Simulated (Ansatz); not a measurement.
# CH6FNOSn: how energies converge with the basis set

One table from this session's results is given with a row withheld; the runs are named, their logs left out.

Computed with Ansatz 0.2.0, Gaussian basis. Level: one geometry, several basis sets.

Plan: PBE0-D4/def2-SVP; ωB97M-V/def2-SVP; PBE0-D4/def2-QZVPP; ωB97M-V/def2-QZVPP; the functionals' def2-TZVPP values are taken from earlier runs.

## The relaxed structure

The geometry comes from an earlier relaxation with PBE0-D4 in a triple-zeta def2 set; it is a stationary point, not always the lowest conformer. Sn takes the def2 core potential; no spin-orbit term is included.

SMILES `[CH3][Sn]([NH2])([OH])[F]`, 11 atoms, charge 0, spin multiplicity 1.

Atoms are counted from 1 here; the program's logs count them from 0.

Bond lengths: C1–Sn2 2.112 Å, C1–H6 1.089 Å, C1–H7 1.089 Å, C1–H8 1.089 Å, Sn2–N3 2.000 Å, Sn2–O4 1.952 Å, Sn2–F5 1.936 Å, N3–H9 1.011 Å, N3–H10 1.012 Å, O4–H11 0.961 Å. Angles: Sn2–C1–H6 109.8°, Sn2–C1–H7 108.8°, Sn2–C1–H8 109.1°, H6–C1–H7 109.7°, H6–C1–H8 109.6°, H7–C1–H8 109.9°, C1–Sn2–N3 115.4°, C1–Sn2–O4 114.6°, C1–Sn2–F5 107.4°, N3–Sn2–O4 105.3°, N3–Sn2–F5 111.2°, O4–Sn2–F5 102.1°, Sn2–N3–H9 115.2°, Sn2–N3–H10 113.1°, H9–N3–H10 108.6°, Sn2–O4–H11 111.6°.

The first run:

Input file in.yaml:

```yaml
crystal:
  periodic: [false, false, false]
  atoms:
    - {symbol: C, position_ang: [-1.301750, 1.145849, -0.475551]}
    - {symbol: Sn, position_ang: [0.205528, -0.112780, 0.301881]}
    - {symbol: N, position_ang: [1.341492, -1.035374, -1.061773]}
    - {symbol: O, position_ang: [-0.444108, -1.530845, 1.475104]}
    - {symbol: F, position_ang: [1.283730, 0.949907, 1.509037]}
    - {symbol: H, position_ang: [-0.883461, 1.787561, -1.250196]}
    - {symbol: H, position_ang: [-1.698712, 1.758354, 0.332561]}
    - {symbol: H, position_ang: [-2.095807, 0.531648, -0.898729]}
    - {symbol: H, position_ang: [1.906288, -0.424065, -1.636181]}
    - {symbol: H, position_ang: [1.940153, -1.747655, -0.664325]}
    - {symbol: H, position_ang: [-0.187955, -1.379699, 2.388771]}
basis:
  gaussian: {orbitals: def2-SVP}
hamiltonian: {xc: pbe0, dispersion: d4}
output: {orbitals: {seedname: orbitals}}
```

Run with:

```sh
ansatz run in.yaml --threads 4 --pin off --events-out ev --progress --plain --max-ram 10444MiB
```

Steps of the session up to this table: PBE0-D4 in def2-SVP; ωB97M-V in def2-SVP; PBE0-D4 in def2-QZVPP; ωB97M-V in def2-QZVPP.

One table of the session follows, with a row left open; its other results are not shown here.

It belongs to the step «Functionals by basis». 

| functional | basis | HOMO (eV) |
| --- | --- | --- |
| PBE0-D4 | def2-SVP | -7.54 |
| PBE0-D4 | def2-TZVPP | -7.83 |
| PBE0-D4 | def2-QZVPP | -7.87 |
| ωB97M-V | def2-SVP | ? |
| ωB97M-V | def2-TZVPP | -10.24 |
| ωB97M-V | def2-QZVPP | -10.29 |

**Question.** Estimate the row for ωB97M-V, def2-SVP.

**Answer.** HOMO (eV): -9.94. In the column «HOMO (eV)» it lies between ωB97M-V, def2-TZVPP (-10.24) and PBE0-D4, def2-QZVPP (-7.87).
